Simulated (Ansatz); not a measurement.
# CH₄ClNOSi: basis-set convergence

One table from this session's results is given with a row withheld; the runs are named, their logs left out.

Program: Ansatz 0.2.0, Gaussian basis. Level of theory: one geometry, several basis sets. These are calculated values, not measurements.

Plan: PBE0-D4/def2-SVP; ωB97M-V/def2-SVP; PBE0-D4/def2-QZVPP; ωB97M-V/def2-QZVPP; the functionals' def2-TZVPP values are taken from earlier runs.

### The geometry

An earlier PBE0-D4 in a triple-zeta def2 set relaxation fixed the geometry.

SMILES `O/C(Cl)=N/[SiH3]`, 9 atoms, charge 0, spin multiplicity 1.

Atoms are counted from 1 here; the program's logs count them from 0.

Bond lengths: O1–C2 1.331 Å, O1–H6 0.968 Å, C2–Cl3 1.749 Å, C2–N4 1.242 Å, N4–Si5 1.734 Å, Si5–H7 1.486 Å, Si5–H8 1.481 Å, Si5–H9 1.486 Å. Angles: C2–O1–H6 105.9°, O1–C2–Cl3 108.5°, O1–C2–N4 125.3°, Cl3–C2–N4 126.2°, C2–N4–Si5 128.5°, N4–Si5–H7 110.4°, N4–Si5–H8 107.3°, N4–Si5–H9 110.7°, H7–Si5–H8 109.4°, H7–Si5–H9 109.5°, H8–Si5–H9 109.4°.

Set-up of the first run:

in.yaml reads:

```yaml
crystal:
  periodic: [false, false, false]
  atoms:
    - {symbol: O, position_ang: [-1.554230, 1.499770, 1.155896]}
    - {symbol: C, position_ang: [-0.568598, 0.685001, 0.788051]}
    - {symbol: Cl, position_ang: [0.501018, 0.456474, 2.153087]}
    - {symbol: N, position_ang: [-0.438901, 0.177557, -0.337911]}
    - {symbol: Si, position_ang: [0.806312, -0.888170, -0.904851]}
    - {symbol: H, position_ang: [-2.120763, 1.600125, 0.377302]}
    - {symbol: H, position_ang: [2.127217, -0.208242, -0.868663]}
    - {symbol: H, position_ang: [0.476029, -1.247905, -2.303295]}
    - {symbol: H, position_ang: [0.860413, -2.121011, -0.076716]}
basis:
  gaussian: {orbitals: def2-SVP}
hamiltonian: {xc: pbe0, dispersion: d4}
output: {orbitals: {seedname: orbitals}}
```

The run is started by

```sh
$ ansatz run in.yaml --threads 4 --pin off --events-out ev --progress --plain --max-ram 10444MiB
```

Among the steps run: PBE0-D4 in def2-SVP; ωB97M-V in def2-SVP; PBE0-D4 in def2-QZVPP; ωB97M-V in def2-QZVPP.

One table of the session follows, with a row left open; its other results are not shown here.

It belongs to the step «Functionals by basis». 

```
functional       basis  HOMO (eV)  LUMO (eV)
   PBE0-D4    def2-SVP      -7.95      -0.31
   PBE0-D4  def2-TZVPP      -8.08      -0.53
   PBE0-D4  def2-QZVPP          ?          ?
   ωB97M-V    def2-SVP     -10.18       1.92
   ωB97M-V  def2-TZVPP     -10.35       1.63
   ωB97M-V  def2-QZVPP     -10.39       1.38
```

Estimate the missing values for PBE0-D4, def2-QZVPP.

As computed: HOMO (eV): -8.12; LUMO (eV): -0.61. In the column «HOMO (eV)» it lies between ωB97M-V, def2-SVP (-10.18) and PBE0-D4, def2-TZVPP (-8.08).
